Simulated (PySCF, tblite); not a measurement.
# C₆H₅FSi: geometry, infrared bands and NMR shifts

What infrared bands and NMR shifts should C₆H₅FSi (`C#CC1=CC=C[Si@H]1F`) show?

The runs use tblite 0.8.0 and PySCF 2.14.0, with density-fitted response routines of our own; the level of theory stands in each step. All values are computed, except where a source is named. Atoms count from 0, in the outputs and in this text.

## (1) The starting structure

13 atoms, charge 0, multiplicity 1; geometry from: force field or distance geometry start.

Bonds of the start (Å): C0–C1 1.22, C1–C2 1.39, C2–C3 1.36, C3–C4 1.45, C4–C5 1.35, C5–Si6 1.88, Si6–F7 1.59, Si6–C2 1.87, C0–H8 1.06, C3–H9 1.08, C4–H10 1.08, C5–H11 1.08, Si6–H12 1.50.

## (2) Relaxing the molecule with GFN2-xTB

Job settings and geometry (Å):

```
{"job": {"kind": "relax", "xc": "GFN2-xTB", "basis": "xTB"}, "charge": 0, "multiplicity": 1}
C      2.946900    -1.241200     0.214300
C      1.849700    -0.720400     0.146700
C      0.594700    -0.115200     0.093500
C      0.305500     1.177900     0.385100
C     -1.094700     1.544300     0.249000
C     -1.911000     0.556500    -0.180200
Si    -0.945400    -1.037500    -0.445600
F     -0.905600    -1.367200    -2.001000
H      3.906800    -1.693300     0.266100
H      1.038300     1.891500     0.729400
H     -1.429100     2.553700     0.449200
H     -2.969700     0.611300    -0.362300
H     -1.390900    -2.160000     0.437900
```

The run is started by

```
> OMP_NUM_THREADS=1 python probes_run.py task.json out
```

One launch serves the whole session: the jobs run in the order shown.

**Question.** This job is followed by: GFN2-xTB harmonic vibrations, gas phase; GIAO PBE0/pcSseg-1 NMR shielding, non-relativistic, gas phase. Predict these results of the whole session: strongest single infrared mode (GFN2-xTB); zero-point energy (GFN2-xTB); 13C shifts against TMS (PBE0/pcSseg-1); 1H shifts against TMS (PBE0/pcSseg-1); 29Si shifts against TMS (PBE0/pcSseg-1); 19F shifts against CFCl3 (PBE0/pcSseg-1).

The runs gave:

```
                                 quantity                                        value
strongest single infrared mode (GFN2-xTB)                        2368 cm⁻¹, 281 km/mol
             zero-point energy (GFN2-xTB)                                52.3 kcal/mol
   13C shifts against TMS (PBE0/pcSseg-1)  162.2, 158.1, 129.9, 128.9, 100.2, 87.1 ppm
    1H shifts against TMS (PBE0/pcSseg-1)             7.28, 7.27, 5.71, 5.33, 3.53 ppm
  29Si shifts against TMS (PBE0/pcSseg-1)                                      1.2 ppm
 19F shifts against CFCl3 (PBE0/pcSseg-1)                                   -213.8 ppm
```

What this shows: Relaxing lowered the energy by 0.152 eV in 33 steps; the close pair that moved most is Si6–H12, from 1.496 to 1.450 Å. All 33 modes are real, so the xTB geometry is a minimum. The strongest single mode, at 2368 cm⁻¹, moves mainly H12. GFN2-xTB is a fitted tight-binding method: band positions and strengths are rough. Its intensities can rank the bands wrongly. At PBE0/pcSseg-1: The largest span, 299 ppm, is at C1, where the paramagnetic term is -143 ppm.
